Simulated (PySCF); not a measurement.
# F2GeH2 (difluorogermane): the cost of one run

Computed with PySCF 2.14.0, with density-fitted response routines of our own, on a single molecule in the gas phase. Atoms count from 0, in the outputs and in this text.

## 1. The starting structure

5 atoms, charge 0, multiplicity 1; geometry from: GFN2-xTB. The atoms were then displaced at random by about 0.01 Å, so the start is not that level's minimum.

Bonds of the start (Å): F0–Ge1 1.69, Ge1–F2 1.71, Ge1–H3 1.49, Ge1–H4 1.50.

## 2. Relaxing the molecule at PBE0-D3(BJ)/def2-SVP

The job: settings as JSON, then the geometry in Å.

```
{"job": {"xc": "PBE0", "basis": "def2-SVP", "d3": "d3bj", "grid": 1, "shake": 0.01, "kind": "geom"}, "charge": 0, "multiplicity": 1}
F     -1.219080     1.021910    -0.039200
Ge    -0.019800    -0.163880     0.006560
F      1.401180     0.780300    -0.109600
H     -0.008230    -0.736170     1.377860
H     -0.120500    -0.936140    -1.273500
```

Command:

```bash
> OMP_NUM_THREADS=1 python probes_run.py task.json out
```

This one command runs all jobs of the session in turn.

**Question.** How long does this first job take on 1 thread of Arm Neoverse N1, shared host, and how much memory does it need?

About 13 s, with a peak of 0.31 GiB.
